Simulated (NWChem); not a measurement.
**HfH2ClO2F (SMILES [OH][Hf]([OH])([F])[Cl]) at 3 levels**

We compute a comparison of 3 runs (HF/def2-SVP, PBE0/def2-SVP, PBE0/def2-SVPD) of HfH2ClO2F. 

Program for the calculation: NWChem 7.3.0.

### Step 1. The system as given

The species is HfH2ClO2F (7 atoms), meant as a singlet with charge 0. SMILES: `[OH][Hf]([OH])([F])[Cl]`. The coordinates come from a PBE0-D4/def2-TZVP relaxation. This is one conformer, not always the lowest.

Bond lengths: O1–Hf2 1.903 Å, Hf2–O3 1.903 Å, Hf2–F4 1.909 Å, Hf2–Cl5 2.366 Å, O1–H6 0.951 Å, O3–H7 0.951 Å. Angles: O1–Hf2–O3 111.5°, O1–Hf2–F4 108.5°, O1–Hf2–Cl5 109.5°, O3–Hf2–F4 108.5°, O3–Hf2–Cl5 109.5°, F4–Hf2–Cl5 109.3°, Hf2–O1–H6 171.6°, Hf2–O3–H7 172.0°.

### Step 2. Energy and gradient at HF/def2-SVP (core potential) (run 1)

File sp.nw:

```
START sp
memory 2200 mb

GEOMETRY units angstroms noautosym nocenter noautoz
  O     0.168300    1.103000    1.262900
  Hf   -0.106200   -0.411600    0.143200
  O     0.378000   -0.041900   -1.660000
  F     0.985800   -1.840700    0.781700
  Cl   -2.378900   -1.061300    0.234600
  H     0.355600    1.922400    1.708200
  H     0.658500    0.262200   -2.516400
END

BASIS "ao basis" spherical bse
  * library def2-SVP
END

ECP bse
  Hf library def2-SVP
END

SCF
  thresh 1e-08
  maxiter 80
  noprint "final vectors analysis"
END

TASK scf gradient
```

Started as:

```console
$ nwchem sp.nw > sp.out
```

Output:

```text
[...]
  functions       =   102
[...]
  wavefunction    = RHF
[...]
         Total SCF energy =   -757.272085791101
      One-electron energy =  -1563.219664145386
      Two-electron energy =    555.020338628842
 Nuclear repulsion energy =    250.927239725444
        Time for solution =     18.1s
[...]
                         RHF ENERGY GRADIENTS
    atom               coordinates                        gradient
                 x          y          z           x          y          z
   1 O       0.318041   2.084368   2.386535   -0.005180  -0.021338  -0.011085
   2 Hf     -0.200689  -0.777811   0.270609   -0.001865   0.001009  -0.000569
   3 O       0.714316  -0.079180  -3.136945   -0.007519  -0.008241   0.021814
   4 F       1.862892  -3.478419   1.477199   -0.005349   0.006917  -0.003087
   5 Cl     -4.495469  -2.005566   0.443330    0.012229   0.003572  -0.000519
   6 H       0.671987   3.632809   3.228030    0.003206   0.012678   0.005767
   7 H       1.244385   0.495486  -4.755306    0.004478   0.005403  -0.012321
[...]
```

It took 26 s on 1 thread of Intel Xeon 6975P-C (Granite Rapids), shared host; peak memory 0.1 GiB.

### Step 3. Energy and gradient at PBE0/def2-SVP (core potential) (run 2)

File run.py:

```python
from ase import Atoms
from ase.calculators.nwchem import NWChem

atoms = Atoms('OHfOFClHH', positions=[
    [0.168300, 1.103000, 1.262900],
    [-0.106200, -0.411600, 0.143200],
    [0.378000, -0.041900, -1.660000],
    [0.985800, -1.840700, 0.781700],
    [-2.378900, -1.061300, 0.234600],
    [0.355600, 1.922400, 1.708200],
    [0.658500, 0.262200, -2.516400],
])

calc = NWChem(
    label='sp',
    theory='dft',
    memory='2200 mb',
    basis='def2-SVP',
    basispar='spherical bse',
    dft={'xc': 'pbe0', 'mult': '1', 'grid': 'fine', 'convergence': 'energy 1e-08', 'iterations': '100', 'mulliken': None},
    **{'ecp bse': {'Hf library': 'def2-SVP'}},
)
atoms.calc = calc

forces = atoms.get_forces()
e = atoms.get_potential_energy()
print(f"E = {e:.6f} eV")
print("forces (eV/A):")
for s, f in zip(atoms.symbols, forces):
    print(f"{s:2s} {f[0]:10.5f} {f[1]:10.5f} {f[2]:10.5f}")
print("dipole (e A):", atoms.get_dipole_moment().round(4))
```

Started as:

```console
$ export ASE_NWCHEM_COMMAND="nwchem PREFIX.nwi > PREFIX.nwo"
$ python run.py
```

Output:

```text
E = -20660.452246 eV
forces (eV/A):
O     0.00046   -0.02268   -0.02988
Hf   -0.07472   -0.06628    0.02180
O    -0.00571    0.00123    0.04134
F     0.11534   -0.12886    0.05857
Cl   -0.13925   -0.03198    0.00247
H     0.03898    0.18964    0.12408
H     0.06479    0.05893   -0.21844
dipole (e A): [ 0.3574  0.6874 -0.2457]
```

The calculator wrote sp.nwi:

```
title "sp"

permanent_dir sp

scratch_dir sp

start sp

geometry units angstrom nocenter noautosym noautoz
  O  1.6830000000000001e-01 1.1030000000000000e+00 1.2628999999999999e+00
  Hf -1.0620000000000000e-01 -4.1160000000000002e-01 1.4319999999999999e-01
  O  3.7800000000000000e-01 -4.1900000000000000e-02 -1.6599999999999999e+00
  F  9.8580000000000001e-01 -1.8407000000000000e+00 7.8169999999999995e-01
  Cl -2.3788999999999998e+00 -1.0612999999999999e+00 2.3460000000000000e-01
  H  3.5560000000000003e-01 1.9224000000000001e+00 1.7081999999999999e+00
  H  6.5849999999999997e-01 2.6219999999999999e-01 -2.5164000000000000e+00
end

memory 2200 mb

basis spherical bse noprint
   * library def2-SVP
end

dft
  xc pbe0
  mult 1
  grid fine
  convergence energy 1e-08
  iterations 100
  mulliken
end
ecp bse
  Hf library def2-SVP
end

task dft gradient
```

sp.nwo (excerpt; [...] marks lines left out):

```text
[...]
         Total DFT energy =     -759.257622083716
[...]
  wavefunction    = closed shell
                         DFT ENERGY GRADIENTS
    atom               coordinates                        gradient
                 x          y          z           x          y          z
   1 O       0.318041   2.084368   2.386535   -0.000009   0.000441   0.000581
   2 Hf     -0.200689  -0.777811   0.270609    0.001453   0.001289  -0.000424
   3 O       0.714316  -0.079180  -3.136945    0.000111  -0.000024  -0.000804
   4 F       1.862892  -3.478419   1.477199   -0.002243   0.002506  -0.001139
   5 Cl     -4.495469  -2.005566   0.443330    0.002708   0.000622  -0.000048
   6 H       0.671987   3.632809   3.228030   -0.000758  -0.003688  -0.002413
   7 H       1.244385   0.495486  -4.755306   -0.001260  -0.001146   0.004248
[...]
```

Run time: 25 s. Hardware: 1 thread of Intel Xeon 6975P-C (Granite Rapids), shared host; peak memory 0.13 GiB.

### Step 4. Energy and gradient at PBE0/def2-SVPD (core potential) (run 3)

Changes to run.py since step 3:

```diff
@@ -3,3 +3,3 @@
 
-atoms = Atoms('OHfOFClHH', positions=[
+atoms = Atoms(['O', 'Hf', 'O', 'F', 'Cl', 'H', 'H'], positions=[
     [0.168300, 1.103000, 1.262900],
@@ -14,9 +14,9 @@
 calc = NWChem(
-    label='sp',
+    label='clfh2hfo2',
     theory='dft',
     memory='2200 mb',
-    basis='def2-SVP',
+    basis='def2-SVPD',
     basispar='spherical bse',
     dft={'xc': 'pbe0', 'mult': '1', 'grid': 'fine', 'convergence': 'energy 1e-08', 'iterations': '100', 'mulliken': None},
-    **{'ecp bse': {'Hf library': 'def2-SVP'}},
+    **{'ecp bse': {'Hf library': 'def2-SVPD'}},
 )
@@ -25,4 +25,3 @@
 forces = atoms.get_forces()
-e = atoms.get_potential_energy()
-print(f"E = {e:.6f} eV")
+print(f"energy = {atoms.get_potential_energy():.6f} eV")
 print("forces (eV/A):")
```

Started as:

```console
$ export ASE_NWCHEM_COMMAND="nwchem PREFIX.nwi > PREFIX.nwo"
$ python run.py
```

Output:

```text
energy = -20661.283504 eV
forces (eV/A):
O     0.04011    0.18003    0.11097
Hf   -0.15689   -0.01697   -0.00417
O     0.06078    0.05651   -0.19278
F     0.23428   -0.28827    0.12969
Cl   -0.23320   -0.06124    0.00725
H     0.01959    0.10243    0.07523
H     0.03528    0.02746   -0.12624
dipole (e A): [ 0.3334  0.6541 -0.2343]
```

The calculator wrote clfh2hfo2.nwi:

```
title "clfh2hfo2"

permanent_dir clfh2hfo2

scratch_dir clfh2hfo2

start clfh2hfo2

geometry units angstrom nocenter noautosym noautoz
  O  1.6830000000000001e-01 1.1030000000000000e+00 1.2628999999999999e+00
  Hf -1.0620000000000000e-01 -4.1160000000000002e-01 1.4319999999999999e-01
  O  3.7800000000000000e-01 -4.1900000000000000e-02 -1.6599999999999999e+00
  F  9.8580000000000001e-01 -1.8407000000000000e+00 7.8169999999999995e-01
  Cl -2.3788999999999998e+00 -1.0612999999999999e+00 2.3460000000000000e-01
  H  3.5560000000000003e-01 1.9224000000000001e+00 1.7081999999999999e+00
  H  6.5849999999999997e-01 2.6219999999999999e-01 -2.5164000000000000e+00
end

memory 2200 mb

basis spherical bse noprint
   * library def2-SVPD
end

dft
  xc pbe0
  mult 1
  grid fine
  convergence energy 1e-08
  iterations 100
  mulliken
end
ecp bse
  Hf library def2-SVPD
end

task dft gradient
```

clfh2hfo2.nwo (excerpt; [...] marks lines left out):

```text
[...]
         Total DFT energy =     -759.288170253271
[...]
  wavefunction    = closed shell
                         DFT ENERGY GRADIENTS
    atom               coordinates                        gradient
                 x          y          z           x          y          z
   1 O       0.318041   2.084368   2.386535   -0.000780  -0.003501  -0.002158
   2 Hf     -0.200689  -0.777811   0.270609    0.003051   0.000330   0.000081
   3 O       0.714316  -0.079180  -3.136945   -0.001182  -0.001099   0.003749
   4 F       1.862892  -3.478419   1.477199   -0.004556   0.005606  -0.002522
   5 Cl     -4.495469  -2.005566   0.443330    0.004535   0.001191  -0.000141
   6 H       0.671987   3.632809   3.228030   -0.000381  -0.001992  -0.001463
   7 H       1.244385   0.495486  -4.755306   -0.000686  -0.000534   0.002455
[...]
```

It took 61 s on 1 thread of Intel Xeon 6975P-C (Granite Rapids), shared host; peak memory 0.14 GiB.

### Step 5. All runs side by side

```csv
run,level,iteration cap,module,energy (Eh),dipole moment (D),largest force (eV/Å),wall time
1,HF/def2-SVP (core potential),80,scf,-757.272086,4.02,1.265,26 s
2,PBE0/def2-SVP (core potential),100,dft,-759.257622,3.90,0.235,25 s
3,PBE0/def2-SVPD (core potential),100,dft,-759.288170,3.70,0.393,61 s
```

### Step 6. Summary of results

```
                       quantity          value
            run 3: total energy  -759.28817 Eh
           run 3: dipole moment         3.70 D
             run 3: HOMO energy       -9.13 eV
             run 3: LUMO energy       -0.54 eV
           run 3: HOMO–LUMO gap        8.59 eV
run 3: largest force on an atom     0.393 eV/Å
```

**Reading.** The dipole moment (its size) runs from 3.70 D (PBE0/def2-SVPD) to 4.02 D (HF/def2-SVP). The two ends differ in method and basis. All runs together took 1.9 min, the longest 61 s.
